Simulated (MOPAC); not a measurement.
**PM6 run of B3H3O3 (SMILES B1OBOBO1)**

Wanted: a geometry optimisation of B3H3O3. 

Program for the calculation: MOPAC 23.2.5.

9 further runs of the same task are left out: 9 set aside as unsound or not needed.

**1. The molecule**

The species is B3H3O3 (9 atoms), meant as a singlet with charge 0. As SMILES, `B1OBOBO1`. All atoms were displaced at random from a relaxed shape. The run starts from this shape.

Bond lengths: B1–O2 1.366 Å, O2–B3 1.383 Å, B3–O4 1.349 Å, O4–B5 1.373 Å, B1–O6 1.378 Å, B5–O6 1.364 Å, B1–H7 1.214 Å, B3–H8 1.202 Å, B5–H9 1.185 Å. Some angles: B1–O2–B3 120.1°, O2–B1–O6 119.1°, O2–B3–O4 119.7°, B3–O4–B5 121.1°, O4–B5–O6 118.9°, B1–O6–B5 121.0°, O2–B1–H7 120.6°, O6–B1–H7 120.2°, O2–B3–H8 120.3°, O4–B3–H8 120.0°.

**2. A geometry optimisation at PM6**

Input file b3h3o3.mop:

```
PM6 GNORM=0.01 EF PRECISE MULLIK DISP CYCLES=300 AUX(PRECISION=6) THREADS=1
B3H3O3

B      1.299399 1     0.113695 1    -0.433009 1
O      0.622323 1    -1.058729 1    -0.611044 1
B     -0.690834 1    -1.172005 1    -0.193523 1
O     -1.289344 1    -0.130995 1     0.421412 1
B     -0.625300 1     1.054373 1     0.617236 1
O      0.673360 1     1.157487 1     0.212655 1
H      2.454009 1     0.221345 1    -0.792552 1
H     -1.300554 1    -2.191496 1    -0.380285 1
H     -1.134404 1     1.969724 1     1.171708 1
```

Launch:

```bash
$ mopac b3h3o3.mop
```

**Question.** What will come out? Wanted: total energy at the end; dipole moment; HOMO energy; LUMO energy; HOMO–LUMO gap; heat of formation.

Computed results:

Level: PM6.

| quantity | value |
| --- | --- |
| total energy at the end | -40.00488 Eh |
| dipole moment | 0.00 D |
| HOMO energy | -11.65 eV |
| LUMO energy | 0.47 eV |
| HOMO–LUMO gap | 12.12 eV |
| heat of formation | -292.3 kcal/mol |

At the final geometry: Bond lengths: B1–O2 1.382 Å, O2–B3 1.382 Å, B3–O4 1.382 Å, O4–B5 1.382 Å, B1–O6 1.382 Å, B5–O6 1.382 Å, B1–H7 1.174 Å, B3–H8 1.174 Å, B5–H9 1.174 Å. Some angles: B1–O2–B3 123.8°, O2–B1–O6 116.2°, O2–B3–O4 116.2°, B3–O4–B5 123.8°, O4–B5–O6 116.2°, B1–O6–B5 123.8°, O2–B1–H7 121.9°, O6–B1–H7 121.9°, O2–B3–H8 121.9°, O4–B3–H8 121.9°. The optimisation took 23 steps and changed the energy by -0.115 eV.
